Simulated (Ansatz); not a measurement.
# CH₅FOSiTe: a ladder of functionals and wavefunction methods

An exercise on one series of results from a longer session: the logs are not shown, and one member is left open.

Computed with Ansatz 0.2.0, Gaussian basis. Level: functionals in def2-TZVPP, the program's frozen cores in correlated methods.

Plan: LDA (SPW92), PBE-D4, revPBE-D4, BLYP-D4, r2SCAN-D4, B97M-V, PBE0-D4, B3LYP-D4, r2SCANh-D4, r2SCAN0-D4, HSE06-D4, BHLYP-D4, CAM-B3LYP-D4, LC-ωPBE, ωB97X-V, ωB97M-V, B2PLYP, PBE-QIDH; CCSD(T)/def2-SVP; CCSD(T)/def2-TZVPP; MP2/def2-QZVPP; extrapolation to the limit; RPA on PBE.

### The geometry

The geometry comes from an earlier relaxation with PBE0-D4 in a triple-zeta def2 set; it is a stationary point, not always the lowest conformer. Te takes the def2 core potential; no spin-orbit term is included.

SMILES `OC[Te][SiH2]F`, 10 atoms, charge 0, spin multiplicity 1.

Atoms are counted from 1 here; the program's logs count them from 0.

Bond lengths: O1–C2 1.383 Å, O1–H6 0.962 Å, C2–Te3 2.198 Å, C2–H7 1.093 Å, C2–H8 1.088 Å, Te3–Si4 2.461 Å, Si4–F5 1.602 Å, Si4–H9 1.481 Å, Si4–H10 1.486 Å. Angles: C2–O1–H6 109.2°, O1–C2–Te3 113.7°, O1–C2–H7 113.9°, O1–C2–H8 107.9°, Te3–C2–H7 106.0°, Te3–C2–H8 105.3°, H7–C2–H8 109.7°, C2–Te3–Si4 93.7°, Te3–Si4–F5 113.3°, Te3–Si4–H9 109.5°, Te3–Si4–H10 108.4°, F5–Si4–H9 107.3°, F5–Si4–H10 106.3°, H9–Si4–H10 112.1°.

The first run:

in.yaml reads:

```yaml
crystal:
  periodic: [false, false, false]
  atoms:
    - {symbol: O, position_ang: [-2.406233, 0.074300, 0.155556]}
    - {symbol: C, position_ang: [-1.245257, 0.490315, 0.781014]}
    - {symbol: Te, position_ang: [0.142099, 1.556565, -0.549644]}
    - {symbol: Si, position_ang: [1.725366, -0.323991, -0.669873]}
    - {symbol: F, position_ang: [2.810726, -0.313468, 0.508537]}
    - {symbol: H, position_ang: [-2.185876, -0.567544, -0.525775]}
    - {symbol: H, position_ang: [-0.667528, -0.322814, 1.228182]}
    - {symbol: H, position_ang: [-1.518016, 1.211804, 1.547690]}
    - {symbol: H, position_ang: [2.466030, -0.266405, -1.950743]}
    - {symbol: H, position_ang: [0.961689, -1.589762, -0.521942]}
basis:
  gaussian: {orbitals: def2-TZVPP}
hamiltonian: {xc: lda}
output: {orbitals: {seedname: orbitals}}
```

Run with:

```sh
$ ansatz run in.yaml --threads 4 --pin off --events-out ev --progress --plain --max-ram 10444MiB
```

Steps of the session up to this table: LDA; PBE-D4 (GGA); revPBE-D4 (GGA); BLYP-D4 (GGA); r2SCAN-D4 (meta-GGA); B97M-V (meta-GGA); B3LYP-D4 (hybrid); r2SCANh-D4 (hybrid); r2SCAN0-D4 (hybrid); HSE06-D4 (hybrid); BHLYP-D4 (hybrid); CAM-B3LYP-D4 (range-separated); LC-ωPBE (range-separated); ωB97X-V (range-separated); ωB97M-V (range-separated); B2PLYP (double hybrid); PBE-QIDH (double hybrid).

One table of the session follows, with a row left open; its other results are not shown here.

It belongs to the step «Frontier levels by functional». 

```
  functional  HOMO (eV)  gap (eV)
 LDA (SPW92)      -5.85      3.89
      PBE-D4      -5.67      3.90
   revPBE-D4      -5.61      3.93
     BLYP-D4      -5.50      3.83
   r2SCAN-D4      -5.91      4.32
      B97M-V          ?         ?
     PBE0-D4      -6.70      5.74
    B3LYP-D4      -6.48      5.29
  r2SCANh-D4      -6.29      4.99
  r2SCAN0-D4      -6.86      6.00
    HSE06-D4      -6.31      4.97
    BHLYP-D4      -7.57      7.45
CAM-B3LYP-D4      -7.91      7.94
     LC-ωPBE      -9.20     10.34
     ωB97X-V      -8.88      9.91
     ωB97M-V      -8.78      9.62
```

Q: Estimate the row for B97M-V from the others.

The run gave: HOMO (eV): -5.93; gap (eV): 4.28. In the column «HOMO (eV)» it lies between r2SCANh-D4 (-6.29) and r2SCAN-D4 (-5.91).
